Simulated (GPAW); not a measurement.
## SiF in GPAW: convergence with plane-wave cutoff (eV)

Input of the first run (plane-wave cutoff (eV) 300); the others differ in this setting and in those tied to it:

run.py

```python
from ase import Atoms
from ase.dft.bandgap import bandgap
from ase.io import write
from ase.units import GPa
from gpaw import GPAW, PW

atoms = Atoms(['Si', 'F'],
              cell=[[3.0286, 0.0, 0.0],
                    [0.0, 3.0286, 0.0],
                    [0.0, 0.0, 3.0286]],
              scaled_positions=[[0.5, 0.5, 0.5],
                                [0.0, 0.0, 0.0]],
              pbc=True)

calc = GPAW(mode=PW(300),
            xc='PBE',
            kpts={'size': (9, 9, 9), 'gamma': True},
            occupations={'name': 'fermi-dirac', 'width': 0.05},
            nbands=13,
            convergence={'density': 1e-05, 'energy': 1e-05},
            maxiter=100,
            txt='gpaw.txt')
atoms.calc = calc
energy = atoms.get_potential_energy()
forces = atoms.get_forces()
stress = atoms.get_stress()
calc.write('gs.gpw')
write('result.traj', atoms)
print(f'Energy: {energy:.6f} eV')
print('Forces (eV/A):')
print(forces.round(4))
print('Stress (GPa):', (stress / GPa).round(3))
print('Fermi level:', round(calc.get_fermi_level(), 4), 'eV')
print(f'Gap: {bandgap(calc)[0]:.4f} eV, direct: {bandgap(calc, direct=True)[0]:.4f} eV')
```

Potentials or basis: GPAW PAW data sets (gpaw-data 1.2.1), pw.

Command:

```sh
$ OMP_NUM_THREADS=1 python run.py
```

The cell was built by a generator and needn't be a form met in nature.

Hardware: 1 thread of Arm Neoverse V1, on a shared host.

```
plane-wave cutoff (eV)  energy less the tightest run, at zero smearing (meV/atom)  pressure (GPa)  SCF cycles  CPU time (s)  peak memory (GiB)
                   300                                                    3714.85         -147.87           9           4.8               0.12
                   350                                                    1535.02          -76.04          10           5.4               0.12
                   400                                                     599.96          -35.17          10           5.6               0.12
                   500                                                     105.53           -4.54          10             6               0.13
                   600                                                      64.69            0.17          10           9.6               0.14
                   700                                                      58.57           -0.27          10           8.8               0.14
                   800                                                      42.37           -0.79          10           9.3               0.15
                  1000                                                      11.78           -0.48          10            17               0.16
                  1200                                                       0.00            0.07          10            17               0.18
```

Not settled before the last step: the energy (to 1 meV/atom), the pressure (to 0.1 GPa). The tightest run that finished is the yardstick and may itself not be fully converged.

Caveat, for the tightest run too: an odd number of electrons without spin polarisation forces a metal; a magnetic or distorted state may lie lower.
